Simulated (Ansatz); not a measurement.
What does this script print? It uses Ansatz 0.2.0 through its Python package.

The script, `incu_scf.py`:
```python
# -*- coding: utf-8 -*-
from pathlib import Path
import warnings

import ansatz as az
import numpy as np
from pymatgen.core import Lattice, Structure
from pymatgen.io.ase import AseAtomsAdaptor


def main():
    warnings.simplefilter("ignore", az.DeckWarning)

    pmg_structure = Structure(
        Lattice([(4.176638, 0.0, 0.0), (-2.088319, 3.617075, 0.0), (0.0, 0.0, 4.935655)]),
        ["In", "In", "Cu", "Cu"],
        [
            (1 / 3, 2 / 3, 0.25),
            (2 / 3, 1 / 3, 0.75),
            (0.0, 0.0, 0.5),
            (0.0, 0.0, 0.0),
        ],
    )
    xtal = az.Crystal.from_ase(AseAtomsAdaptor.get_atoms(pmg_structure))

    setup = (
        xtal.calculation()
        .kpoints(6, 6, 5)
        .occupations("Fermi-Dirac")
        .functional("pbesol")
        .band_table()
        .forces()
        .density()
        .potential()
        .electron_localization_function()
        .output_files(volumetric_format="npy")
    )
    result = setup.run(threads=1)
    summary = result.report

    print("%-22s %14.5f eV" % ("F = E - TS", summary["free_energy_ev"]))
    print("%-22s %14.5f eV" % ("E", summary["internal_energy_ev"]))
    print("%-22s %14.5f eV" % ("Harris-Foulkes", summary["harris_foulkes_ev"]))
    print("%-22s %14.5f eV" % ("Fermi level", summary["fermi_energy_ev"]))

    print("band  energy (eV)  occupation, at k =", summary["kpoints_frac"][0])
    for band, (e, occ) in enumerate(zip(summary["eigenvalues_ev"][0], summary["occupations"][0]), start=1):
        print(f"{band:4d} {e:12.4f} {occ:9.4f}")

    print("forces (eV/A)")
    for site, force in zip(result.lattice.sites, summary["forces_ev_ang"]):
        print(f"  {site.symbol:2s} {force[0]:9.4f} {force[1]:9.4f} {force[2]:9.4f}")

    folder = Path(result.write_results("fields"))
    for name in sorted(p.name for p in folder.glob("*.npy")):
        field = np.load(folder / name)
        print(f"{name:16s} {str(field.shape):16s} min {field.min():10.4f}  mean {field.mean():10.4f}  max {field.max():10.4f}")


if __name__ == "__main__":
    main()
```

```console
$ python incu_scf.py
F = E - TS               -24228.21048 eV
E                        -24228.14653 eV
Harris-Foulkes           -24228.21048 eV
Fermi level                  12.14674 eV
band  energy (eV)  occupation, at k = [0.0, 0.0, 0.0]
   1    -100.3898    2.0000
   2    -100.3822    2.0000
   3     -57.9389    2.0000
   4     -57.9202    2.0000
   5     -57.9202    2.0000
   6     -57.9126    2.0000
   7     -57.9126    2.0000
   8     -57.8543    2.0000
   9      -2.2073    2.0000
  10      -2.2073    2.0000
  11      -2.1718    2.0000
  12      -2.0908    2.0000
  13      -2.0908    2.0000
  14      -2.0693    2.0000
  15      -2.0693    2.0000
  16      -2.0136    2.0000
  17      -1.9699    2.0000
  18      -1.9699    2.0000
  19       2.6158    2.0000
  20       8.1075    2.0000
  21       8.1537    2.0000
  22       8.3856    2.0000
  23       8.3856    2.0000
  24       8.7935    2.0000
  25       8.7935    2.0000
  26       8.9283    2.0000
  27       9.2820    2.0000
  28       9.2820    2.0000
  29       9.7757    2.0000
  30       9.7757    2.0000
  31      11.6734    1.9826
  32      14.5920    0.0000
  33      14.5920    0.0000
  34      15.9676    0.0000
  35      15.9676    0.0000
  36      17.0432    0.0000
  37      17.1542    0.0000
  38      20.4215    0.0000
  39      20.5933    0.0000
forces (eV/A)
  In   -0.0000   -0.0000    0.0000
  In    0.0000    0.0000   -0.0000
  Cu    0.0000    0.0000    0.0000
  Cu    0.0000   -0.0000    0.0000
elf.npy          (30, 30, 36)     min     0.0003  mean     0.2326  max     0.9316
rho.npy          (30, 30, 36)     min     0.0358  mean     0.8583  max    70.1487
v_es.npy         (30, 30, 36)     min   -44.0348  mean     6.0541  max    16.0783
v_tot.npy        (30, 30, 36)     min   -73.2486  mean    -4.9968  max     9.9892
```

Caveats:
- Absolute energies stand on the zero of these potentials, so only differences at equal settings mean something. A total without «per atom» is that of the cell as typed.
- The run is spin-unpolarised.
- For a metal this k-point mesh is coarse: on a finer one energies can move by several to tens of meV an atom and pressures by half a GPa or more, differences at one mesh by less.
- An absolute Fermi energy rests on an arbitrary zero of the periodic potential and has no direct meaning.
- Grid values close to the nuclei reflect the PAW or pseudopotential construction, not the all-electron fields.
- This cell is a computed structure, which may not be the phase found in nature.
- Gaps and levels are Kohn-Sham values on a finite set of k-points, without spin-orbit coupling.

(A comment or docstring line of the script was reworded after the run, the code is as it ran; lines on the test bed's own set-up are left out of the output.)
